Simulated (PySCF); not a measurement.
**One shape, several levels: C4H4Se (selenophene)**

Aim: a comparison of 6 runs (B3LYP/def2-SVP, BLYP/def2-SVP, M06-2X/def2-SVP, M06-L/def2-SVP, SVWN5/def2-SVP, CCSD(T)/def2-SVP) of C4H4Se (selenophene). 

Program for the calculation: PySCF 2.14.0.

2 further runs of the same task are left out: 2 set aside as unsound or not needed.

## 1. The system as given

The species is C4H4Se (9 atoms), meant as a singlet with charge 0. As SMILES, `c1cc[se]c1`. The shape is that of a PBE0-D4/def2-TZVP optimisation.

Bond lengths: C1–C2 1.423 Å, C2–C3 1.357 Å, C3–Se4 1.851 Å, C1–C5 1.357 Å, Se4–C5 1.851 Å, C1–H6 1.083 Å, C2–H7 1.083 Å, C3–H8 1.079 Å, C5–H9 1.079 Å. Some angles: C1–C2–C3 114.8°, C2–C1–C5 114.8°, C2–C3–Se4 111.4°, C3–Se4–C5 87.5°, C1–C5–Se4 111.4°, C1–C2–H7 122.8°, C3–C2–H7 122.4°, C2–C1–H6 122.8°, C5–C1–H6 122.4°, C2–C3–H8 127.7°.

## 2. The energy at B3LYP/def2-SVP (run 1)

run.py reads:

```python
from pyscf import gto, dft

molecule = gto.M(
    atom='''
C      0.161870     0.966320     0.120230
C      0.964250    -0.189170    -0.094240
C      0.270910    -1.350970    -0.203380
Se    -1.550740    -1.070180    -0.035800
C     -1.173010     0.728430     0.182560
H      0.580520     1.959720     0.225910
H      2.044320    -0.148290    -0.165330
H      0.666130    -2.341940    -0.366510
H     -1.964260     1.446100     0.336540
''',
    basis='def2-svp',
    verbose=3,
    max_memory=1860,
    spin=0,
)

ks = dft.RKS(molecule, xc='b3lyp')
ks.conv_tol = 1e-10
ks.grids.level = 5
ks.kernel()
if not ks.converged:
    ks = ks.newton().run(ks.mo_coeff, ks.mo_occ)

e_final = ks.e_tot
print('E = %.10f Eh' % e_final)
```

Started as:

```console
$ OMP_NUM_THREADS=1 python run.py
```

The log of the run:

```text
converged SCF energy = -2555.98845368457
E = -2555.9884536846 Eh
```

Wall time 38 s (1 thread of Intel Xeon at 2.70GHz, shared host); peak memory 0.58 GiB.

## 3. A single-point energy at BLYP/def2-SVP (run 2)

job.py reads:

```python
from pyscf import gto, dft

mol = gto.M(
    atom='''
C        0.161870       0.966320       0.120230
C        0.964250      -0.189170      -0.094240
C        0.270910      -1.350970      -0.203380
Se      -1.550740      -1.070180      -0.035800
C       -1.173010       0.728430       0.182560
H        0.580520       1.959720       0.225910
H        2.044320      -0.148290      -0.165330
H        0.666130      -2.341940      -0.366510
H       -1.964260       1.446100       0.336540
''',
    basis='def2-svp',
    max_memory=1860,
    verbose=3,
)

mf = dft.RKS(mol, xc='blyp')
mf.grids.level = 5
mf.conv_tol = 1e-10
mf.kernel()
if not mf.converged:
    mf = mf.newton().run(mf.mo_coeff, mf.mo_occ)

etot = mf.e_tot
print('E(%s) = %.9f' % ('BLYP', etot))
```

Started as:

```console
$ OMP_NUM_THREADS=1 python job.py
```

The log of the run:

```text
converged SCF energy = -2555.9160824093
E(BLYP) = -2555.916082409
```

Run time: 32 s. Hardware: 1 thread of Intel Xeon at 2.70GHz, shared host; peak memory 0.58 GiB.

Run 3 isn't shown in full; the table further down has it.

## 4. A single-point energy at M06-L/def2-SVP (run 4)

input.py reads:

```python
# c1cc[se]c1
from pyscf import gto, dft

mol = gto.M(
    atom='''
C      0.305890     1.826080     0.227202
C      1.822168    -0.357479    -0.178088
C      0.511946    -2.552963    -0.384332
Se    -2.930474    -2.022347    -0.067652
C     -2.216668     1.376533     0.344988
H      1.097024     3.703334     0.426908
H      3.863205    -0.280227    -0.312428
H      1.258803    -4.425625    -0.692604
H     -3.711913     2.732733     0.635968
''',
    max_memory=1860,
    verbose=3,
    charge=0,
    unit='bohr',
    spin=0,
    basis='def2-svp',
)

mf = dft.RKS(mol)
mf.xc = 'm06-l'
mf.conv_tol = 1e-10
mf.grids.level = 5
mf.kernel()
if not mf.converged:
    mf = mf.newton().run(mf.mo_coeff, mf.mo_occ)

etot = mf.e_tot
print('Final energy', etot)
```

Started as:

```console
$ OMP_NUM_THREADS=1 python input.py
```

The log of the run:

```text
converged SCF energy = -2555.85422518021
Final energy -2555.854225180206
```

Run time: 66 s. Hardware: 1 thread of Intel Xeon at 2.70GHz, shared host; peak memory 0.59 GiB.

Run 5 isn't shown in full; the table further down has it.

## 5. The energy at CCSD(T)/def2-SVP (run 6)

input.py reads:

```python
from pyscf import gto, cc

system = gto.M(
    atom=[
    ('C', (0.161870, 0.966320, 0.120230)),
    ('C', (0.964250, -0.189170, -0.094240)),
    ('C', (0.270910, -1.350970, -0.203380)),
    ('Se', (-1.550740, -1.070180, -0.035800)),
    ('C', (-1.173010, 0.728430, 0.182560)),
    ('H', (0.580520, 1.959720, 0.225910)),
    ('H', (2.044320, -0.148290, -0.165330)),
    ('H', (0.666130, -2.341940, -0.366510)),
    ('H', (-1.964260, 1.446100, 0.336540)),
],
    basis='def2-svp',
    max_memory=1860,
    verbose=3,
)

mf = system.RHF()
mf.conv_tol = 1e-10
mf.kernel()
if not mf.converged:
    mf = mf.newton().run(mf.mo_coeff, mf.mo_occ)

mycc = cc.CCSD(mf, frozen=13)
mycc.kernel()
e_t = mycc.ccsd_t()
etot = mycc.e_tot + e_t
print(f'total energy: {etot:.8f} hartree')
```

Started as:

```console
$ OMP_NUM_THREADS=1 python input.py
```

The log of the run:

```text
converged SCF energy = -2553.19993070731
E(CCSD) = -2553.984872844553  E_corr = -0.7849421372433558
CCSD(T) correction = -0.03261714937442
total energy: -2554.01748999 hartree
```

It took 89 s on 1 thread of Intel Xeon at 2.70GHz, shared host; peak memory 0.87 GiB.

## 6. The series

```
run             level  integration grid  frozen core orbitals   energy (Eh)  dipole moment (D) of the reference  HOMO energy (eV)  LUMO energy (eV)  wall time
  1    B3LYP/def2-SVP                 5                     –  -2555.988454                                0.21             -6.55             -0.55       38 s
  2     BLYP/def2-SVP                 5                     –  -2555.916082                                0.12             -5.50             -1.04       32 s
  3   M06-2X/def2-SVP                 5                     –  -2555.908895                                0.36             -7.93              0.41       76 s
  4    M06-L/def2-SVP                 5                     –  -2555.854225                                0.17             -5.97             -1.17       66 s
  5    SVWN5/def2-SVP                 5                     –  -2551.124470                                0.19             -5.92             -1.43       17 s
  6  CCSD(T)/def2-SVP                 –                    13  -2554.017490                                0.59             -8.98              3.11       89 s
```

## 7. What came out

| quantity | value |
| --- | --- |
| run 6: total energy | -2554.01749 Eh |
| run 6: dipole moment (Hartree–Fock density) | 0.59 D |
| run 6: HOMO energy (Hartree–Fock orbitals) | -8.98 eV |
| run 6: LUMO energy (Hartree–Fock orbitals) | 3.11 eV |
| run 6: HOMO–LUMO gap (Hartree–Fock orbitals) | 12.09 eV |
| run 6: correlation energy (13 core orbitals frozen) | -817.6 mEh |
| run 6: (T) correction | -32.62 mEh |
| run 6: T1 diagnostic | 0.012 |

Over runs 1, 2, 3, 4, 5 the dipole moment (its size) runs from 0.12 D (BLYP/def2-SVP) to 0.36 D (M06-2X/def2-SVP). Over runs 1, 2, 3, 4, 5 the HOMO–LUMO gap runs from 4.46 eV (BLYP/def2-SVP) to 8.34 eV (M06-2X/def2-SVP). Totals of different functionals can't be ranked against each other. All runs together took 5.3 min, the longest 89 s.
